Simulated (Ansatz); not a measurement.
# Cu (Copper): the cost of one run

All numbers are computed with Ansatz 0.2.0, driven from Python. Level of theory: DFT PBEsol, plane waves, PAW.

### Step 1. Starting point

The structure is cubic, space group Fm-3m (No. 225). The conventional cell has a = 3.615 Å, b = 3.615 Å, c = 3.615 Å, α = 90.00°, β = 90.00°, γ = 90.00°. Around Cu (site symmetry m-3m) lie 12 Cu at 2.56 Å.

No structure file is read: the coordinates are typed or built in the script.

### Step 2. The script

eos_cu.py

```python
import ansatz
import numpy as np
from scipy.optimize import curve_fit

VECTORS = np.array([
    [0.0, 1.8075, 1.8075],
    [1.8075, 0.0, 1.8075],
    [1.8075, 1.8075, 0.0],
])
SITES = [
    ("Cu", (0.0, 0.0, 0.0)),
]


def make_crystal(cell):
    crystal = ansatz.Crystal(lattice=ansatz.Lattice.of(cell))
    for symbol, position in SITES:
        crystal = crystal.atom(symbol, position)
    return crystal

def vinet(v, e0, v0, b0, b1):
    eta = (v / v0) ** (1 / 3)
    return e0 + 2 * b0 * v0 / (b1 - 1) ** 2 * (2 - (5 + 3 * b1 * (eta - 1) - 3 * eta) * np.exp(-1.5 * (b1 - 1) * (eta - 1)))


def main() -> None:
    volumes, energies, pressures = [], [], []
    for scale in np.linspace(0.88, 1.12, 7):
        cell = VECTORS * scale ** (1 / 3)
        base = (
            make_crystal(cell).calculation()
            .occupations("fermi_dirac", width=0.1)
            .functional("pbesol")
            .basis(500)
            .kpoints(14, 14, 14)
            .stress()
        )
        r = base.run(threads=1, pin="off").report
        volumes.append(abs(np.linalg.det(cell)) / len(SITES))
        energies.append(r["free_energy_ev"] / len(SITES))
        pressures.append(np.trace(r["stress_gpa"]) / 3)
        print(f"V = {volumes[-1]:8.4f} A^3/atom  F = {energies[-1]:.5f} eV/atom  P = {pressures[-1]:8.3f} GPa")

    guess = (min(energies), volumes[int(np.argmin(energies))], 0.5, 4.5)
    (e0, v0, b0, b1), _ = curve_fit(vinet, np.array(volumes), np.array(energies), p0=guess, maxfev=20000)
    print(f"Vinet fit: V0 = {v0:.4f} A^3/atom, B0 = {160.21766 * b0:.1f} GPa, B1 = {b1:.2f}")
    print("largest residual", round(1000 * float(np.abs(vinet(np.array(volumes), e0, v0, b0, b1) - energies).max()), 3), "meV/atom")


if __name__ == "__main__":
    main()
```

### Step 3. The calls as engine input

The package turns the script's settings into the engine's input (first run):

```yaml
crystal:
  lattice:
    - [0.0, 1.7320982783281966, 1.7320982783281966]
    - [1.7320982783281966, 0.0, 1.7320982783281966]
    - [1.7320982783281966, 1.7320982783281966, 0.0]
  atoms:
    - { symbol: Cu, position: [0.0, 0.0, 0.0] }
basis:
  ecutwfc: 500.0
kpoints:
  mp_grid:
    grid: [14, 14, 14]
hamiltonian:
  xc: pbesol
scf:
  occupations:
    method: fermi_dirac
    width: 0.1
output:
  stress: true
```

### Step 4. Launch

Run with:

```sh
$ python eos_cu.py
```

**Question.** How long does this script take on 1 thread of Arm Neoverse V2, shared host, and how much memory does it need?

About 8.3 s, with a peak of 0.38 GiB.
